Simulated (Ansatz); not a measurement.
# NiTe2: the cost of one run

Method: DFT PBEsol+U (U_eff = 1 eV on Ni d), plane waves, PAW, in Ansatz 0.2.0.

The COD entry's cell or inner coordinates are ideal or old and differ from later refinements, so a difference from it is no clean test against experiment.

1 further run of the same task is left out (it didn't finish).

## Step 1: The system as given

It takes space group P-3m1 (No. 164, trigonal). Conventional cell: a = 3.861 Å, b = 3.861 Å, c = 5.297 Å, α = 90.00°, β = 90.00°, γ = 120.00°. Ni (site symmetry -3m) has 6 Te at 2.59 Å as nearest neighbours. Te (site symmetry 3m) is surrounded by 3 Ni at 2.59 Å.

Structure file:

```
CELL_PARAMETERS angstrom
3.86100 0.00000 0.00000
-1.93050 3.34372 0.00000
0.00000 0.00000 5.29700
ATOMIC_POSITIONS crystal
Ni 0.00000 0.00000 0.00000
Te 0.33333 0.66667 0.25000
Te 0.66667 0.33333 0.75000
```

An earlier series on this cell reached its lowest free state from «ferromagnetic start, free, symmetry kept, no search», perhaps among other starts (it ended without moments).

## Step 2: Ferromagnetic start, free, default search

The input, input.yaml:

```yaml
crystal:
  lattice:
    - [3.86099755, 0.0, 0.0]
    - [-1.93049878, 3.34372196, 0.0]
    - [0.0, 0.0, 5.29699907]
  atoms:
    - { symbol: Ni, position: [0.0, 0.0, 0.0], spin: 4.0 }
    - { symbol: Te, position: [0.3333333333, 0.6666666667, 0.25] }
    - { symbol: Te, position: [0.6666666667, 0.3333333333, 0.75] }
basis:
  ecutwfc: 420
  ecutrho_ratio: 4
kpoints:
  mp_grid: { grid: [6, 6, 4] }
hamiltonian:
  xc: pbesol
  hubbard: { sites: [{ site: 0, l: d, u_eff: 1.0 }] }
scf:
  occupations: { method: gaussian, width: 0.05 }
output:
  forces: true
  stress: true
  eigenvalues: true
  populations: true
  hubbard: { sites: [{ site: 0, l: d }] }
magnetization:
  spin_polarized: true
```

Started as:

```sh
$ ansatz run input.yaml --threads 2 --pin off --max-ram 3072MiB --backend cpu --events-out ev --progress --plain --runs-dir out
```

**Question.** How long does this run take on 2 threads of Arm Neoverse V2, shared host, and how much memory does it need?

About 18 s, with a peak of 0.57 GiB.
